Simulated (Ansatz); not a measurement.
# BGaH5NO: one species, many methods

How much do the methods differ for BGaH5NO? The plan is to run it at one geometry with functionals of several rungs and with coupled cluster, and see how far each lands from CCSD(T) at the basis-set limit for the atomisation energy.

Computed with Ansatz 0.2.0, Gaussian basis. Level: functionals in def2-TZVPP, the program's frozen cores in correlated methods.

Plan: LDA (SPW92), PBE-D4, revPBE-D4, BLYP-D4, r2SCAN-D4, B97M-V, PBE0-D4, B3LYP-D4, r2SCANh-D4, r2SCAN0-D4, HSE06-D4, BHLYP-D4, CAM-B3LYP-D4, LC-ωPBE, ωB97X-V, ωB97M-V, B2PLYP, PBE-QIDH; CCSD(T)/def2-SVP; CCSD(T)/def2-TZVPP; MP2/def2-QZVPP; extrapolation to the limit; RPA on PBE.

**1. The relaxed structure**

The geometry comes from an earlier relaxation with PBE0-D4 in a triple-zeta def2 set; it is a stationary point, not always the lowest conformer.

SMILES `OB[NH][GaH2]`, 9 atoms, charge 0, spin multiplicity 1.

Atoms are counted from 1 here; the program's logs count them from 0.

Bond lengths: O1–B2 1.421 Å, O1–H5 0.956 Å, B2–N3 1.376 Å, B2–H6 1.196 Å, N3–Ga4 1.916 Å, N3–H7 1.002 Å, Ga4–H8 1.567 Å, Ga4–H9 1.567 Å. Angles: B2–O1–H5 120.4°, O1–B2–N3 107.6°, O1–B2–H6 120.8°, N3–B2–H6 131.5°, B2–N3–Ga4 100.3°, B2–N3–H7 125.5°, Ga4–N3–H7 134.2°, N3–Ga4–H8 117.1°, N3–Ga4–H9 117.1°, H8–Ga4–H9 124.5°.

**2. LDA**

This LDA is Slater exchange with PW92 correlation.

Input file in.yaml:

```yaml
crystal:
  periodic: [false, false, false]
  atoms:
    - {symbol: O, position_ang: [-0.746838, 0.927610, -0.306260]}
    - {symbol: B, position_ang: [0.342393, 0.928673, 0.606628]}
    - {symbol: N, position_ang: [0.877612, -0.338954, 0.618395]}
    - {symbol: Ga, position_ang: [-0.272439, -1.207404, -0.644027]}
    - {symbol: H, position_ang: [-1.253469, 1.724062, -0.456468]}
    - {symbol: H, position_ang: [0.643480, 1.921895, 1.200996]}
    - {symbol: H, position_ang: [1.659404, -0.635942, 1.171203]}
    - {symbol: H, position_ang: [-1.485750, -2.013733, -0.067756]}
    - {symbol: H, position_ang: [0.235607, -1.306208, -2.122710]}
basis:
  gaussian: {orbitals: def2-TZVPP}
hamiltonian: {xc: lda}
output: {orbitals: {seedname: orbitals}}
```

Launch:

```
> ansatz run in.yaml --threads 2 --pin off --events-out ev --progress --plain --max-ram 4352MiB
```

The runs that follow: PBE-D4 (GGA); revPBE-D4 (GGA); BLYP-D4 (GGA); r2SCAN-D4 (meta-GGA); B97M-V (meta-GGA); B3LYP-D4 (hybrid); r2SCANh-D4 (hybrid); r2SCAN0-D4 (hybrid); HSE06-D4 (hybrid); BHLYP-D4 (hybrid); CAM-B3LYP-D4 (range-separated); LC-ωPBE (range-separated); ωB97X-V (range-separated); ωB97M-V (range-separated); B2PLYP (double hybrid); PBE-QIDH (double hybrid); CCSD(T) in def2-SVP; CCSD(T) in def2-TZVPP; MP2 in def2-QZVPP; RPA on PBE orbitals.

**Question.** What will the summary of the whole plan be? Wanted: atomisation energy, CCSD(T)/CBS; farthest beyond LDA; mean size of error, GGA; mean size of error, meta-GGA; mean size of error, hybrid; mean size of error, range-separated; mean size of error, double hybrid; gap, smallest and largest; T1 diagnostic.

The runs gave:

| quantity | value |
| --- | --- |
| atomisation energy, CCSD(T)/CBS | 32.228 eV |
| functionals within 0.322 eV (1.0 %) | BLYP-D4, r2SCAN-D4, B97M-V, PBE0-D4, B3LYP-D4, r2SCANh-D4, HSE06-D4, CAM-B3LYP-D4, LC-ωPBE, ωB97X-V, ωB97M-V, PBE-QIDH |
| farthest beyond LDA | BHLYP-D4 (-0.987 eV) |
| mean size of error, GGA | 0.359 eV |
| mean size of error, meta-GGA | 0.075 eV |
| mean size of error, hybrid | 0.369 eV |
| mean size of error, range-separated | 0.105 eV |
| mean size of error, double hybrid | 0.314 eV |
| gap, smallest and largest | 4.72 eV (LDA (SPW92)), 11.78 eV (LC-ωPBE) |
| T1 diagnostic | 0.0134 |
| triples share of the correlation energy | 3.7 % |

In words: LDA overbinds by 4.683 eV (15 %). PBE-D4 misses by +0.332 eV. Double hybrids carry the basis error of their MP2 part in triple zeta, and no dispersion term here, so their miss is partly the set-up's. The rungs meta-GGA, range-separated, double hybrid miss on average by less than the doubt on the reference (0.322 eV), so they tie. The reference freezes the cores and leaves out relativity and excitations past (T), and its outer-core shells are covered unevenly, so misses under about 0.322 eV can't be ranked. Hartree-Fock recovers 72 % of the binding; the rest is correlation. CCSD(T) in def2-SVP is off by -1.785 eV, more than most functionals: a good method in a small basis is no reference. The gap grows from 4.7 to 11.8 eV across the functionals, mostly with the share of exact exchange. Correlated methods include outer-core shells of Ga, which these sets cover unevenly.
